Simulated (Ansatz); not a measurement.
# BH₅O₃Se: up Jacob's ladder to CCSD(T)

One table from this session's results is given with a row withheld; the runs are named, their logs left out.

Computed with Ansatz 0.2.0, Gaussian basis. Level: functionals in def2-TZVPP, the program's frozen cores in correlated methods.

Levels to be run: LDA (SPW92), PBE-D4, revPBE-D4, BLYP-D4, r2SCAN-D4, B97M-V, PBE0-D4, B3LYP-D4, r2SCANh-D4, r2SCAN0-D4, HSE06-D4, BHLYP-D4, CAM-B3LYP-D4, LC-ωPBE, ωB97X-V, ωB97M-V, B2PLYP, PBE-QIDH; CCSD(T)/def2-SVP; CCSD(T)/def2-TZVPP; MP2/def2-QZVPP; extrapolation to the limit; RPA on PBE.

### The relaxed structure

All runs share one geometry, relaxed beforehand with PBE0-D4 in a triple-zeta def2 set.

10 atoms, charge 0, spin multiplicity 1.

Atoms are counted from 1 here; the program's logs count them from 0.

Bond lengths: O1–B2 1.369 Å, O1–H6 0.957 Å, B2–O3 1.361 Å, B2–O4 1.373 Å, O3–H7 0.959 Å, O4–H8 0.957 Å, Se5–H9 1.468 Å, Se5–H10 1.465 Å. Angles: B2–O1–H6 115.4°, O1–B2–O3 115.8°, O1–B2–O4 125.5°, O3–B2–O4 118.6°, B2–O3–H7 111.9°, B2–O4–H8 116.1°, H9–Se5–H10 92.0°.

As a file:

```xyz
10
charge 0, multiplicity 1
O    -0.8328   -0.0836   -1.1361
B    -0.1001   -0.9812   -0.4072
O     1.2516   -0.8341   -0.4706
O    -0.6155   -1.9963    0.3596
Se    1.1426    2.1718    1.1032
H    -1.7825   -0.1842   -1.0766
H     1.7075   -1.4782    0.0749
H    -1.5704   -2.0498    0.4003
H     0.4365    3.4405    1.3213
H     0.4462    1.9440   -0.1658
```

Set-up of the first run:

Contents of in.yaml:

```yaml
crystal:
  periodic: [false, false, false]
  atoms:
    - {symbol: O, position_ang: [-0.832818, -0.083617, -1.136084]}
    - {symbol: B, position_ang: [-0.100052, -0.981190, -0.407173]}
    - {symbol: O, position_ang: [1.251627, -0.834117, -0.470593]}
    - {symbol: O, position_ang: [-0.615513, -1.996312, 0.359591]}
    - {symbol: Se, position_ang: [1.142577, 2.171825, 1.103171]}
    - {symbol: H, position_ang: [-1.782548, -0.184213, -1.076592]}
    - {symbol: H, position_ang: [1.707457, -1.478246, 0.074887]}
    - {symbol: H, position_ang: [-1.570440, -2.049802, 0.400257]}
    - {symbol: H, position_ang: [0.436525, 3.440461, 1.321290]}
    - {symbol: H, position_ang: [0.446183, 1.944011, -0.165756]}
basis:
  gaussian: {orbitals: def2-TZVPP}
hamiltonian: {xc: lda}
output: {orbitals: {seedname: orbitals}}
```

Steps of the session up to this table: LDA; PBE-D4 (GGA); revPBE-D4 (GGA); BLYP-D4 (GGA); r2SCAN-D4 (meta-GGA); B97M-V (meta-GGA); PBE0-D4 (hybrid); B3LYP-D4 (hybrid); r2SCANh-D4 (hybrid); r2SCAN0-D4 (hybrid); HSE06-D4 (hybrid); BHLYP-D4 (hybrid); CAM-B3LYP-D4 (range-separated); LC-ωPBE-D4 (range-separated; the results give it without D4); ωB97X-V (range-separated); ωB97M-V (range-separated); B2PLYP (double hybrid); PBE-QIDH (double hybrid).

One table of the session follows, with a row left open; its other results are not shown here.

It belongs to the step «Frontier levels by functional». 

```
  functional  HOMO (eV)  gap (eV)
 LDA (SPW92)      -5.68      4.68
      PBE-D4      -5.55      4.72
   revPBE-D4      -5.50      4.76
     BLYP-D4      -5.39      4.50
   r2SCAN-D4      -5.84      5.70
      B97M-V          ?         ?
     PBE0-D4      -6.74      6.76
    B3LYP-D4      -6.50      6.12
  r2SCANh-D4      -6.28      6.39
  r2SCAN0-D4      -6.93      7.40
    HSE06-D4      -6.34      6.00
    BHLYP-D4      -7.76      8.37
CAM-B3LYP-D4      -8.05      8.79
     LC-ωPBE      -9.46     11.56
     ωB97X-V      -9.10     10.99
     ωB97M-V      -8.95     10.39
```

Estimate the missing values for B97M-V.

**Answer.** HOMO (eV): -5.90; gap (eV): 5.33. In the column «HOMO (eV)» it lies between r2SCANh-D4 (-6.28) and r2SCAN-D4 (-5.84).
